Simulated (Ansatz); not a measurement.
# GeH₅ (doublet): from Hartree-Fock to the top rungs at distance H1–H2 along a hydrogen transfer = 0.832 Å, cc-pVTZ

One table from this session's results is given with a row withheld; the runs are named, their logs left out.

Program: Ansatz 0.2.0, Gaussian basis. Level of theory: cc-pVTZ, core rule «outside noble gas», up to 14 orbitals frozen. These are calculated values, not measurements.

To be run: UHF; CCSD(T) on ROHF; CCSD(T) on UHF; BCCD(T) on ROHF; CISD; CCSDT(Q) on ROHF; CCSDT(Q) on UHF; CASSCF and NEVPT2, 3 electrons in 3 orbitals; CASSCF and NEVPT2, 9 electrons in 9 orbitals.

## The geometry

The geometry derives from fragments relaxed apart (PBE0/def2-TZVP) and kept rigid, so it is no stationary point. A hydrogen atom is moved between rigid fragments. No spin-orbit coupling is included. The filled d shell of Ge may be among the frozen orbitals whatever the setting's name suggests; the logs give the count.

6 atoms, charge 0, spin multiplicity 2.

Atoms are counted from 1 here; the program's logs count them from 0.

Bond lengths: H1–H2 0.832 Å, Ge3–H4 1.539 Å, Ge3–H5 1.539 Å, Ge3–H6 1.539 Å. Angles: H4–Ge3–H5 111.2°, H4–Ge3–H6 111.2°, H5–Ge3–H6 111.2°.

Set-up of the first run:

Contents of in.yaml:

```yaml
crystal:
  periodic: [false, false, false]
  atoms:
    - {symbol: H, position_ang: [-2.839170, 0.000000, -0.000001]}
    - {symbol: H, position_ang: [-2.007170, 0.000000, -0.000001]}
    - {symbol: Ge, position_ang: [0.045830, 0.000000, 0.000000]}
    - {symbol: H, position_ang: [0.514498, -1.465915, 0.000000]}
    - {symbol: H, position_ang: [0.514499, 0.732957, -1.269519]}
    - {symbol: H, position_ang: [0.514498, 0.732957, 1.269520]}
basis:
  gaussian: {orbitals: cc-pVTZ}
magnetization: {spin_polarized: true, initial_magnetization: 1}
hamiltonian: {xc: hf}
output: {orbitals: {seedname: orbitals}}
```

Launch:

```console
> ansatz run in.yaml --threads 1 --pin off --events-out ev --progress --plain --max-ram 2816MiB --backend cpu
```

Steps of the session up to this table: UHF; CCSD(T) on ROHF; CCSD(T) on UHF; BCCD(T) on ROHF; CISD; CCSDT(Q) on ROHF; CCSDT(Q) on UHF; CASSCF and NEVPT2, 3 electrons in 3 orbitals; CASSCF and NEVPT2, 9 electrons in 9 orbitals.

One table of the session follows, with a row left open; its other results are not shown here.

It belongs to the step «Misses and costs». 

| method | from UCCSDT(Q) (kcal/mol) |
| --- | --- |
| ROHF | +121.02 |
| UHF | +118.45 |
| RMP2 | +24.03 |
| UMP2 | +23.99 |
| CISD | +10.43 |
| RCCSD | +3.26 |
| UCCSD | +3.13 |
| RCCSD(T) | +0.67 |
| UCCSD(T) | +0.58 |
| BCCD(T) | ? |
| RCCSDT | +0.17 |
| UCCSDT | +0.07 |
| RCCSDT(Q) | +0.11 |
| UCCSDT(Q) | 0 |
| CASSCF pair | +107.94 |
| NEVPT2 pair | +23.35 |
| CASSCF valence | +79.08 |
| NEVPT2 valence | +22.22 |

Estimate the missing values for BCCD(T).

**Answer.** from UCCSDT(Q) (kcal/mol): +0.66. In the column «from UCCSDT(Q) (kcal/mol)» it lies between UCCSD(T) (+0.58) and RCCSD(T) (+0.67).

Limits of these values: Restricted and unrestricted rows rest on different reference determinants; where their highest levels disagree by more than a few hundredths of an eV, they describe different states and don't form one ladder.
